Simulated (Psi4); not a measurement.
# WO3 (tungsten trioxide), step by step

Wanted: a geometry optimisation (singlet WO3, PBEh-3c/def2-mSVP), then the energy (doublet [WO3]+, UPBEh-3c/def2-mSVP), then a geometry optimisation (doublet [WO3]+, UPBEh-3c/def2-mSVP), then a single-point energy (singlet WO3, PBEh-3c/def2-mSVP) of O3W. 

The results are computed with Psi4 1.11.

### 1 The structure to begin with

WO3 has 4 atoms, charge 0, and is taken as a singlet. As SMILES, `[O]=[W](=[O])=[O]`. All atoms were displaced at random from a relaxed shape. The run starts from this shape.

Bond lengths: O1–W2 1.764 Å, W2–O3 1.803 Å, W2–O4 1.670 Å. Angles: O1–W2–O3 103.5°, O1–W2–O4 110.5°, O3–W2–O4 109.5°.

### 2 A geometry optimisation at PBEh-3c/def2-mSVP (density fitting, core potential) (run 1)

o3w.xyz

```xyz
4
O3W
O     -0.204946     0.243540     1.573914
W     -0.360383    -0.222598    -0.119810
O      1.119200    -1.206584    -0.424458
O     -0.342859     1.128851    -1.101318
```

calc.py

```python
import psi4

psi4.set_memory(1600000000)
psi4.set_num_threads(1)
psi4.set_output_file('psi4.out', False)

with open('o3w.xyz') as f:
    atoms = ''.join(f.readlines()[2:])
geom = psi4.geometry('0 1\n' + atoms + '')

e, wfn = psi4.optimize('pbeh-3c', return_wfn=True)
print(f'pbeh-3c energy: {e:.10f} Eh')
print(geom.to_string(dtype='xyz', units='Angstrom'))
```

Launch:

```bash
python calc.py
```

psi4.out:

```text
[...]
    !!!  WARNING: ECP capability is in beta. Please check occupations closely.  !!!
[...]
  Running in c1 symmetry.
[...]
  Nuclear repulsion =  137.992870712686454
[...]
  Multiplicity = 1
[...]
  Nalpha       = 19
  Nbeta        = 19
[...]
    Number of basis functions: 77
[...]
   @DF-RKS iter   1:  -291.30449520940323   -3.35422e-01   1.93918e-02 ADIIS/DIIS
[...]
    !!!  WARNING: ECP capability is in beta. Please check occupations closely.  !!!
[...]
   @DF-RKS iter   9:  -292.31943285044900   -3.86535e-12   4.93581e-09 DIIS
[...]
  @DF-RKS Final Energy:  -292.31943285044900
   => Energetics <=
    Nuclear Repulsion Energy =            141.0428452251705096
    One-Electron Energy =                -704.2938147266958140
    Two-Electron Energy =                 290.5394640190503424
    DFT Exchange-Correlation Energy =     -19.6152077162541651
    Empirical Dispersion Energy =           0.0072803482801663
    VV10 Nonlocal Energy =                  0.0000000000000000
    Total Energy =                       -292.3194328504490045
[...]
 Multipole Moments:
 ------------------------------------------------------------------------------------
     Multipole            Electronic (a.u.)      Nuclear  (a.u.)        Total (a.u.)
 ------------------------------------------------------------------------------------
 L = 1.  Multiply by 2.5417464519 to convert [e a0] to [Debye]
 Dipole X            :        -17.5856340           15.6421720           -1.9434620
 Dipole Y            :        -11.6665965           10.3770713           -1.2895252
 Dipole Z            :         -3.1228788            2.7775531           -0.3453256
 Magnitude           :                                                    2.3577891
[...]
  -Total Gradient:
     Atom            X                  Y                   Z
    ------   -----------------  -----------------  -----------------
       1       -0.000072059508     0.000305933954     0.000153988404
       2        0.000010027056    -0.000020211331    -0.000151640275
       3       -0.000050588626    -0.000134369219     0.000137571649
       4       -0.000000928352    -0.000173132503     0.000144643713
[...]
    Final optimized geometry and variables:
    Molecular point group: c1
    Full point group: C1
    Geometry (in Angstrom), charge = 0, multiplicity = 1:
    O            0.011155876418     0.457365788112     1.600660990627
    W           -0.106115145716    -0.070397156445    -0.018842680790
    O            1.304732435221    -0.964966770069    -0.370623626734
    O           -0.095501688545     1.317209708867    -1.013335446134
[...]
```

On the terminal:

```text
Optimizer: Optimization complete!
pbeh-3c energy: -292.3194328504 Eh
4
0 1 O3W
O                     0.011155876418     0.457365788112     1.600660990627
W                    -0.106115145716    -0.070397156445    -0.018842680790
O                     1.304732435221    -0.964966770069    -0.370623626734
O                    -0.095501688545     1.317209708867    -1.013335446134
```

It took 56 s on 1 thread of Intel Xeon Platinum 8488C (Sapphire Rapids), shared host; peak memory 0.48 GiB.

Steps, from the record of the run:

| step | energy from the first frame kept (eV) | largest force (eV/Å) |
| --- | --- | --- |
| 0 | 0.0000 | 6.6227 |
| 1 | -0.2410 | 4.2416 |
| 2 | -0.3802 | 0.9034 |
| 3 | -0.3887 | 0.4547 |
| 4 | -0.3925 | 0.1514 |
| 5 | -0.3925 | 0.0741 |
| 6 | -0.3927 | 0.0381 |
| 7 | -0.3921 | 0.0326 |
| 8 | -0.3922 | 0.0909 |
| 9 | -0.3930 | 0.0205 |
| 10 | -0.3923 | 0.1729 |
| 11 | -0.3924 | 0.0203 |
| 12 | -0.3920 | 0.1700 |
| 13 | -0.3922 | 0.0180 |

After the run. Bond lengths: O1–W2 1.707 Å, W2–O3 1.707 Å, W2–O4 1.707 Å. Angles: O1–W2–O3 107.5°, O1–W2–O4 107.5°, O3–W2–O4 107.5°.

### 3 The doublet cation: the energy at UPBEh-3c/def2-mSVP (density fitting, core potential) (run 2)

job.py

```python
import psi4

psi4.set_memory('1600 MB')
psi4.set_num_threads(1)
psi4.core.set_output_file('output.dat', False)

m = psi4.geometry("""
1 2
O     -0.235263     0.292255     1.508958
W     -0.352534    -0.235508    -0.110546
O      1.058313    -1.130077    -0.462327
O     -0.341921     1.152099    -1.105038
symmetry c1
""")

psi4.set_options({
    'reference': 'uks',
})

e_tot = psi4.energy('pbeh-3c', molecule=m)
print(f'pbeh-3c energy: {e_tot:.10f} Eh')
```

Launch:

```bash
python job.py
```

output.dat:

```text
[...]
    !!!  WARNING: ECP capability is in beta. Please check occupations closely.  !!!
[...]
  Running in c1 symmetry.
[...]
  Nuclear repulsion =  141.042867354646972
[...]
  Multiplicity = 2
[...]
  Nalpha       = 19
  Nbeta        = 18
[...]
    Number of basis functions: 77
[...]
   @DF-UKS iter   1:  -291.12582683957964   -1.38065e-01   1.65581e-02 ADIIS/DIIS
[...]
   @DF-UKS iter  21:  -291.90458817064876   -1.39036e-07   9.89283e-07 DIIS
[...]
   @S^2 Observed:                8.593421246E-01
[...]
    Orbital Energies [Eh]
    ---------------------
    Alpha Occupied:
       1A    -19.859703     2A    -19.859430     3A    -19.786681
       4A     -3.490896     5A     -2.115225     6A     -2.108293
       7A     -2.095804     8A     -1.376122     9A     -1.358353
      10A     -1.278885    11A     -0.831679    12A     -0.791062
      13A     -0.770740    14A     -0.760023    15A     -0.752345
      16A     -0.743948    17A     -0.680288    18A     -0.652844
      19A     -0.641048
    Alpha Virtual:
      20A     -0.386486    21A     -0.312775    22A     -0.305031
      23A     -0.211508    24A     -0.202113    25A     -0.200863
[...]
  @DF-UKS Final Energy:  -291.90458817064876
   => Energetics <=
    Nuclear Repulsion Energy =            141.0428673546469724
    One-Electron Energy =                -693.4279500687789550
    Two-Electron Energy =                 279.8555529657187435
    DFT Exchange-Correlation Energy =     -19.3823387716527087
    Empirical Dispersion Energy =           0.0072803494171417
    VV10 Nonlocal Energy =                  0.0000000000000000
    Total Energy =                       -291.9045881706487648
[...]
 Multipole Moments:
 ------------------------------------------------------------------------------------
     Multipole            Electronic (a.u.)      Nuclear  (a.u.)        Total (a.u.)
 ------------------------------------------------------------------------------------
 L = 1.  Multiply by 2.5417464519 to convert [e a0] to [Debye]
 Dipole X            :        -16.9296608           15.6421612           -1.2874995
 Dipole Y            :        -11.6396651           10.3770794           -1.2625857
 Dipole Z            :         -2.7090148            2.7775637            0.0685489
 Magnitude           :                                                    1.8045710
[...]
```

Standard output:

```text
pbeh-3c energy: -291.9045881706 Eh
```

Run time: 9 s. Hardware: 1 thread of Intel Xeon Platinum 8488C (Sapphire Rapids), shared host; peak memory 0.41 GiB.

### 4 The doublet cation: a geometry optimisation at UPBEh-3c/def2-mSVP (density fitting, core potential) (run 3)

o3w.in

```
memory 1600 MB

molecule geom {
  1 2
  O     -0.235263     0.292255     1.508958
  W     -0.352534    -0.235508    -0.110546
  O      1.058313    -1.130077    -0.462327
  O     -0.341921     1.152099    -1.105038
  symmetry c1
}

set {
  reference uks
}

E = optimize('pbeh-3c')
```

Launch:

```bash
psi4 -i o3w.in -o o3w.out -n 1
```

o3w.out:

```text
[...]
    !!!  WARNING: ECP capability is in beta. Please check occupations closely.  !!!
[...]
  Running in c1 symmetry.
[...]
  Nuclear repulsion =  141.042867354646972
[...]
  Multiplicity = 2
[...]
  Nalpha       = 19
  Nbeta        = 18
[...]
    Number of basis functions: 77
[...]
   @DF-UKS iter   1:  -291.12582683957964   -1.38065e-01   1.65581e-02 ADIIS/DIIS
[...]
   @DF-UKS iter  14:  -291.91662662499527   -5.91172e-12   9.90739e-09 DIIS
[...]
   @S^2 Observed:                8.845328680E-01
[...]
  @DF-UKS Final Energy:  -291.91662662499527
   => Energetics <=
    Nuclear Repulsion Energy =            141.7194847884939293
    One-Electron Energy =                -695.0343287173250246
    Two-Electron Energy =                 280.7646084859193252
    DFT Exchange-Correlation Energy =     -19.3744481422647254
    Empirical Dispersion Energy =           0.0080569601812239
    VV10 Nonlocal Energy =                  0.0000000000000000
    Total Energy =                       -291.9166266249952741
[...]
 Multipole Moments:
 ------------------------------------------------------------------------------------
     Multipole            Electronic (a.u.)      Nuclear  (a.u.)        Total (a.u.)
 ------------------------------------------------------------------------------------
 L = 1.  Multiply by 2.5417464519 to convert [e a0] to [Debye]
 Dipole X            :        -22.0206259           20.3826123           -1.6380135
 Dipole Y            :        -12.0149679           10.8198272           -1.1951407
 Dipole Z            :         -5.8026213            5.5945183           -0.2081030
 Magnitude           :                                                    2.0383220
[...]
  -Total Gradient:
     Atom            X                  Y                   Z
    ------   -----------------  -----------------  -----------------
       1       -0.000125464705    -0.000033435653    -0.000217496233
       2       -0.000207310707     0.000083639593     0.000077512389
       3       -0.000034363760    -0.000040523722    -0.000066356392
       4       -0.000163754019     0.000018950961    -0.000104172609
[...]
    Final optimized geometry and variables:
    Molecular point group: c1
    Full point group: C1
    Geometry (in Angstrom), charge = 1, multiplicity = 2:
    O            0.186109778930     0.427165173824     1.606867216925
    W           -0.138273884186    -0.073400774530    -0.037952729619
    O            1.390728552614    -0.897476611856    -0.230390333385
    O            0.013392708946     1.314463540502    -0.939998158241
    Psi4 run time: 0:01:02.92
[...]
```

On the terminal:

```text
Optimizer: Optimization complete!
```

Run time: 64 s. Hardware: 1 thread of Intel Xeon Platinum 8488C (Sapphire Rapids), shared host; peak memory 0.48 GiB.

The path in brief:

| step | energy from the first frame kept (eV) | largest force (eV/Å) |
| --- | --- | --- |
| 0 | 0.0000 | 5.1835 |
| 1 | -0.2446 | 1.8481 |
| 2 | -0.3153 | 0.5272 |
| 3 | -0.3189 | 0.5105 |
| 4 | -0.3224 | 0.2368 |
| 5 | -0.3275 | 0.0698 |
| 6 | -0.3275 | 0.0166 |
| 7 | -0.3276 | 0.0130 |

After the run. Bond lengths: O1–W2 1.750 Å, W2–O3 1.748 Å, W2–O4 1.662 Å. Angles: O1–W2–O3 94.4°, O1–W2–O4 104.7°, O3–W2–O4 104.7°.

### 5 The energy at PBEh-3c/def2-mSVP (density fitting, core potential) (run 4)

calc.inp

```
memory 1.6 GB

molecule {
  O     -0.11396749     0.49521029     2.86324499
  W     -0.72696441    -0.45072236    -0.24501433
  O      2.16243250    -2.00799841    -0.60866945
  O     -0.44035532     2.17196239    -1.94963233
  units bohr
}

set {
  reference rks
}

energy_value, wavefunction = energy('pbeh-3c', return_wfn=True)
```

Launch:

```bash
psi4 -i calc.inp -o calc.out -n 1
```

calc.out:

```text
[...]
    !!!  WARNING: ECP capability is in beta. Please check occupations closely.  !!!
[...]
  Running in c1 symmetry.
[...]
  Nuclear repulsion =  141.719473482260838
[...]
  Multiplicity = 1
[...]
  Nalpha       = 19
  Nbeta        = 19
[...]
    Number of basis functions: 77
[...]
   @DF-RKS iter   1:  -291.25780009772643   -4.48897e-01   2.00922e-02 ADIIS/DIIS
[...]
   @DF-RKS iter  11:  -292.30173699398040   -1.28606e-07   9.29455e-07 DIIS
[...]
    Orbital Energies [Eh]
    ---------------------
    Doubly Occupied:
       1A    -19.530641     2A    -19.514310     3A    -19.513962
       4A     -3.219151     5A     -1.844860     6A     -1.829563
       7A     -1.828185     8A     -1.041792     9A     -1.013373
      10A     -1.011332    11A     -0.496678    12A     -0.494818
      13A     -0.480118    14A     -0.463949    15A     -0.453305
      16A     -0.402671    17A     -0.369671    18A     -0.365194
      19A     -0.346015
[...]
  @DF-RKS Final Energy:  -292.30173699398040
   => Energetics <=
    Nuclear Repulsion Energy =            141.7194734822608382
    One-Electron Energy =                -705.8192025922996891
    Two-Electron Energy =                 291.3880246481864447
    DFT Exchange-Correlation Energy =     -19.5980894945934594
    Empirical Dispersion Energy =           0.0080569624655134
    VV10 Nonlocal Energy =                  0.0000000000000000
    Total Energy =                       -292.3017369939803984
[...]
 Multipole Moments:
 ------------------------------------------------------------------------------------
     Multipole            Electronic (a.u.)      Nuclear  (a.u.)        Total (a.u.)
 ------------------------------------------------------------------------------------
 L = 1.  Multiply by 2.5417464519 to convert [e a0] to [Debye]
 Dipole X            :        -22.6928765           20.3826256           -2.3102509
 Dipole Y            :        -12.0291348           10.8198433           -1.2092916
 Dipole Z            :         -6.2440634            5.5945191           -0.6495442
 Magnitude           :                                                    2.6872948
[...]
```

It took 5.4 s on 1 thread of Intel Xeon Platinum 8488C (Sapphire Rapids), shared host; peak memory 0.4 GiB.

### 6 Outcome

| quantity | value |
| --- | --- |
| run 1, PBEh-3c/def2-mSVP: total energy at the end | -292.31943 Eh |
| run 1, PBEh-3c/def2-mSVP: dipole moment | 5.99 D |
| run 1, PBEh-3c/def2-mSVP: HOMO energy | -10.04 eV |
| run 1, PBEh-3c/def2-mSVP: LUMO energy | -4.25 eV |
| run 1, PBEh-3c/def2-mSVP: HOMO–LUMO gap | 5.79 eV |
| doublet cation, run 2: total energy | -291.90459 Eh |
| doublet cation, run 2: HOMO energy (highest over α and β) | -17.20 eV |
| doublet cation, run 2: LUMO energy (lowest over α and β) | -12.48 eV |
| doublet cation, run 2: ⟨S²⟩ | 0.859 |
| doublet cation, run 3: total energy at the end | -291.91663 Eh |
| doublet cation, run 3: HOMO energy (highest over α and β) | -17.18 eV |
| doublet cation, run 3: LUMO energy (lowest over α and β) | -11.60 eV |
| doublet cation, run 3: ⟨S²⟩ | 0.885 |
| run 4, PBEh-3c/def2-mSVP: total energy | -292.30174 Eh |
| run 4, PBEh-3c/def2-mSVP: dipole moment | 6.83 D |
| run 4, PBEh-3c/def2-mSVP: HOMO energy | -9.42 eV |
| run 4, PBEh-3c/def2-mSVP: LUMO energy | -3.94 eV |
| run 4, PBEh-3c/def2-mSVP: HOMO–LUMO gap | 5.47 eV |
| adiabatic ionisation energy (to the doublet cation, no zero-point term) | 10.961 eV |

The adiabatic ionisation energy (to the doublet cation, no zero-point term) is 10.96 eV (253 kcal/mol). The optimisation (run 1, PBEh-3c/def2-mSVP) took 14 steps and changed the energy by -0.392 eV. ⟨S²⟩ (doublet cation, run 2) is 0.86 where a pure doublet has 0.75: the reference is spin-contaminated. ⟨S²⟩ (doublet cation, run 3) is 0.88 where a pure doublet has 0.75: the reference is spin-contaminated. The optimisation (doublet cation, run 3) took 8 steps and changed the energy by -0.328 eV.
